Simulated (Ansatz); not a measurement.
**CH2NSn (SMILES N#[C][SnH2]): UB2PLYP/def2-SVPD (core potential)**

Aim: the electronic atomisation energy of CH2NSn at UB2PLYP/def2-SVPD (core potential), from 5 runs. 

The results are computed with Ansatz 0.2.0.

60 further runs of the same task are left out: 60 set aside as unsound or not needed. Runs told in other sessions of the task aren't counted.

## Step 1: The structure to begin with

The species is CH2NSn (5 atoms), meant as a doublet with charge 0. SMILES: `N#[C][SnH2]`. The coordinates come from a PBE0-D4/def2-TZVP relaxation.

Bond lengths: N1–C2 1.154 Å, C2–Sn3 2.115 Å, Sn3–H4 1.710 Å, Sn3–H5 1.710 Å. Angles: N1–C2–Sn3 175.8°, C2–Sn3–H4 105.7°, C2–Sn3–H5 105.7°, H4–Sn3–H5 113.6°.

## Step 2: A single-point energy at UB2PLYP/def2-SVPD (core potential)

File run.yaml:

```yaml
crystal:
  periodic: [false, false, false]
  atoms:
    - symbol: "N"
      position_ang: [0.833800, -1.535700, 1.665600]
    - symbol: C
      position_ang: [0.506000, -0.851500, 0.796000]
    - symbol: Sn
      position_ang: [0.009600, 0.331100, -0.886300]
    - symbol: H
      position_ang: [-1.648500, 0.038200, -1.184000]
    - symbol: H
      position_ang: [0.349000, 1.944400, -0.432600]
basis:
  gaussian:
    orbitals: def2-SVPD
magnetization:
  spin_polarized: true
  initial_magnetization: 1
hamiltonian:
  xc: {name: B2PLYP}
correlation:
  frozen_orbitals: {C: 1, H: 0, "N": 1, Sn: 4}
accuracy: high
output: {orbitals: {seedname: orbitals}}
```

Command:

```sh
$ ansatz run run.yaml --threads 1 --pin off --max-ram 3480MiB --events-out events.jsonl --progress --plain --runs-dir runs
```

The log of the run:

```text
Warning: RAYON_NUM_THREADS=1 ignored (pool sized by the plan → 1); use --threads N
Functional definition: B2PLYP
  name "B2PLYP"
  parameter a = 0.53
  parameter c = 0.27
  exchange = (1 - a)*b88_x + a*exact_x
  correlation = (1 - c)*lyp_c + c*(mp2_os + mp2_ss)
1938 factors; integrals over basis functions are off by at most 2.8e-9 eV
mean field evaluation 1: about -8369.8837 eV, gradient 2.5e1 eV
mean field evaluation 2: about -8369.9584 eV, gradient 2.5e1 eV
mean field evaluation 4: about -8373.3964 eV, gradient 5.3e0 eV
mean field evaluation 8: about -8373.5508 eV, gradient 2.3e-1 eV
mean field evaluation 16: about -8373.5517 eV, gradient 2.0e-3 eV
mean field evaluation 32: about -8373.5517 eV, gradient 5.3e-8 eV
mean field -8373.55171546 eV, -307.7223497458 hartree, gradient 5.4e-8 eV, S^2 0.754040; 0 other end points of the search recorded, 0 dependent functions left out
6 core orbitals not correlated: weight in the atoms' cores, before any rotation towards them, 1.000 or more for the frozen orbitals, at most 0.000 for the correlated occupied ones
reference -8373.55173994 eV, -307.7223506455 hartree; 13, 12 occupied and 69, 70 virtual orbitals, 1938 factors
second order -13.57957709 eV of doubles, -0.00000000 eV of singles
Total energy: -8377.21822575 eV, -307.8570915140 hartree
```

It took 13 s on 1 thread of Arm Neoverse V2, shared host; peak memory 0.38 GiB.

## Step 3: The C atom

File input.yaml:

```yaml
crystal:
  periodic: [false, false, false]
  atoms:
    - {symbol: C, position_ang: [0.000000, 0.000000, 0.000000]}
basis:
  gaussian: {orbitals: def2-SVPD}
magnetization: {spin_polarized: true, initial_magnetization: 2}
hamiltonian: {xc: {name: B2PLYP}}
correlation: {frozen_orbitals: {C: 1}}
accuracy: high
```

Run the same way, it converges to -37.77807 Eh (log not shown).

## Step 4: The H atom, same level

File run.yaml:

```yaml
crystal:
  periodic: [false, false, false]
  atoms:
    - {symbol: H, position_ang: [0.000000, 0.000000, 0.000000]}
basis:
  gaussian:
    orbitals: def2-SVPD
magnetization:
  spin_polarized: true
  initial_magnetization: 1
hamiltonian:
  xc: {name: B2PLYP}
correlation:
  frozen_orbitals: {H: 0}
accuracy: high
```

Run the same way, it converges to -0.49793 Eh (log not shown).

## Step 5: The N atom

File job.yaml:

```yaml
crystal:
  periodic: [false, false, false]
  atoms:
    - {symbol: "N", position_ang: [0.000000, 0.000000, 0.000000]}
basis:
  gaussian:
    orbitals: def2-SVPD
magnetization:
  spin_polarized: true
  initial_magnetization: 3
hamiltonian:
  xc: {name: B2PLYP}
correlation:
  frozen_orbitals: {"N": 1}
accuracy: high
```

Run the same way, it converges to -54.49811 Eh (log not shown).

## Step 6: The Sn atom at the same level

File input.yaml:

```yaml
crystal:
  periodic: [false, false, false]
  atoms:
    - symbol: Sn
      position_ang: [0.000000, 0.000000, 0.000000]
basis:
  gaussian:
    orbitals: def2-SVPD
magnetization:
  spin_polarized: true
  initial_magnetization: 2
hamiltonian:
  xc: {name: B2PLYP}
correlation:
  frozen_orbitals: {Sn: 4}
accuracy: high
```

Run the same way, it converges to -213.97756 Eh (log not shown).

## Step 7: Summary of results

Level: UB2PLYP/def2-SVPD (core potential), 6 core orbitals frozen.

| quantity | value |
| --- | --- |
| molecule: total energy | -307.85709 Eh |
| molecule: HOMO energy (SCF part's orbitals) (highest over α and β) | -7.93 eV |
| molecule: LUMO energy (SCF part's orbitals) (lowest over α and β) | -2.84 eV |
| molecule: ⟨S²⟩ | 0.754 |
| C atom: total energy | -37.77807 Eh |
| C atom: ⟨S²⟩ | 2.006 |
| H atom: total energy | -0.49793 Eh |
| H atom: ⟨S²⟩ | 0.750 |
| N atom: total energy | -54.49811 Eh |
| N atom: ⟨S²⟩ | 3.756 |
| Sn atom: total energy | -213.97756 Eh |
| Sn atom: ⟨S²⟩ | 2.005 |
| electronic atomisation energy | 16.531 eV |

**Reading.** Taking the molecule apart into free atoms costs 16.53 eV (1595 kJ/mol), before zero-point energy and without spin-orbit coupling.
